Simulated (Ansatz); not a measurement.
# CH6BFN2: a ladder of functionals and wavefunction methods

Aim: compute CH6BFN2 with functionals from several rungs and with coupled cluster, and see how far each lands from CCSD(T) at the basis-set limit for the atomisation energy.

Computed with Ansatz 0.2.0, Gaussian basis. Level: functionals in def2-TZVPP, the program's frozen cores in correlated methods.

Plan: LDA (SPW92), PBE-D4, revPBE-D4, BLYP-D4, r2SCAN-D4, B97M-V, PBE0-D4, B3LYP-D4, r2SCANh-D4, r2SCAN0-D4, HSE06-D4, BHLYP-D4, CAM-B3LYP-D4, LC-ωPBE, ωB97X-V, ωB97M-V, B2PLYP, PBE-QIDH; CCSD(T)/def2-SVP; CCSD(T)/def2-TZVPP; MP2/def2-QZVPP; extrapolation to the limit; RPA on PBE.

## 1. Structure used throughout

All runs share one geometry, relaxed beforehand with PBE0-D4 in a triple-zeta def2 set.

11 atoms, charge 0, spin multiplicity 1.

Atoms are counted from 1 here; the program's logs count them from 0.

Bond lengths: B1–C2 1.555 Å, B1–N4 1.637 Å, B1–H6 1.195 Å, B1–H7 1.195 Å, C2–N3 1.393 Å, C2–N4 1.497 Å, C2–F5 1.384 Å, N3–H8 1.008 Å, N3–H9 1.013 Å, N4–H10 1.010 Å, N4–H11 1.009 Å. Angles: C2–B1–N4 55.9°, C2–B1–H6 117.5°, C2–B1–H7 118.6°, N4–B1–H6 111.3°, N4–B1–H7 113.0°, H6–B1–H7 121.4°, B1–C2–N3 125.0°, B1–C2–N4 64.8°, B1–C2–F5 119.8°, N3–C2–N4 113.0°, N3–C2–F5 113.1°, N4–C2–F5 107.1°, C2–N3–H8 112.2°, C2–N3–H9 113.1°, H8–N3–H9 110.6°, B1–N4–C2 59.3°, B1–N4–H10 119.2°, B1–N4–H11 121.2° and more.

## 2. LDA

This LDA is Slater exchange with PW92 correlation.

Contents of in.yaml:

```yaml
crystal:
  periodic: [false, false, false]
  atoms:
    - {symbol: B, position_ang: [-0.848102, 0.871941, -0.416063]}
    - {symbol: C, position_ang: [0.283262, 0.147172, 0.367651]}
    - {symbol: N, position_ang: [0.100563, -0.959067, 1.194822]}
    - {symbol: N, position_ang: [0.199872, -0.190766, -1.088344]}
    - {symbol: F, position_ang: [1.497220, 0.781342, 0.568798]}
    - {symbol: H, position_ang: [-0.634347, 1.987366, -0.787443]}
    - {symbol: H, position_ang: [-1.961678, 0.443855, -0.339274]}
    - {symbol: H, position_ang: [-0.423401, -0.730507, 2.025527]}
    - {symbol: H, position_ang: [0.968186, -1.422608, 1.436341]}
    - {symbol: H, position_ang: [0.956877, 0.157168, -1.658495]}
    - {symbol: H, position_ang: [-0.073152, -1.142895, -1.282720]}
basis:
  gaussian: {orbitals: def2-TZVPP}
hamiltonian: {xc: lda}
output: {orbitals: {seedname: orbitals}}
```

Started as:

```console
$ ansatz run in.yaml --threads 4 --pin off --events-out ev --progress --plain --max-ram 10444MiB
```

After this run come: PBE-D4 (GGA); revPBE-D4 (GGA); BLYP-D4 (GGA); r2SCAN-D4 (meta-GGA); B97M-V (meta-GGA); PBE0-D4 (hybrid); B3LYP-D4 (hybrid); r2SCANh-D4 (hybrid); r2SCAN0-D4 (hybrid); HSE06-D4 (hybrid); BHLYP-D4 (hybrid); CAM-B3LYP-D4 (range-separated); LC-ωPBE (range-separated); ωB97X-V (range-separated); ωB97M-V (range-separated); B2PLYP (double hybrid); PBE-QIDH (double hybrid); CCSD(T) in def2-SVP; CCSD(T) in def2-TZVPP; MP2 in def2-QZVPP; RPA on PBE orbitals.

**Question.** What will the summary of the whole plan be? Wanted: atomisation energy, CCSD(T)/CBS; farthest beyond LDA; mean size of error, GGA; mean size of error, meta-GGA; mean size of error, hybrid; mean size of error, range-separated; mean size of error, double hybrid; gap, smallest and largest; T1 diagnostic.

**Answer**, as computed:

```
                               quantity                                  value
        atomisation energy, CCSD(T)/CBS                          3973.2 kJ/mol
 functionals within 19.9 kJ/mol (0.5 %)           B97M-V, r2SCANh-D4, PBE-QIDH
                    farthest beyond LDA                 PBE-D4 (+149.7 kJ/mol)
                mean size of error, GGA                            76.0 kJ/mol
           mean size of error, meta-GGA                            17.3 kJ/mol
             mean size of error, hybrid                            52.6 kJ/mol
    mean size of error, range-separated                            47.6 kJ/mol
      mean size of error, double hybrid                            18.9 kJ/mol
              gap, smallest and largest  5.95 eV (BLYP-D4), 13.22 eV (LC-ωPBE)
                          T1 diagnostic                                 0.0110
triples share of the correlation energy                                  3.6 %
```

LDA overbinds by 709.6 kJ/mol (18 %). PBE-D4 is off by +149.7 kJ/mol. Double hybrids carry the basis error of their MP2 part in triple zeta, and no dispersion term here, so their miss is partly the set-up's. The rungs meta-GGA, double hybrid miss on average by less than the doubt on the reference (19.9 kJ/mol), so they tie; GGA functionals have the largest mean beyond LDA (76.0 kJ/mol). The reference freezes the cores and leaves out relativity and excitations past (T), so misses under about 19.9 kJ/mol can't be ranked. Hartree-Fock recovers 69 % of the binding; the rest is correlation. CCSD(T) in def2-SVP is off by -223.7 kJ/mol, more than most functionals: a good method in a small basis is no reference. Orbital gaps span 5.9 to 13.2 eV; exact exchange widens them.
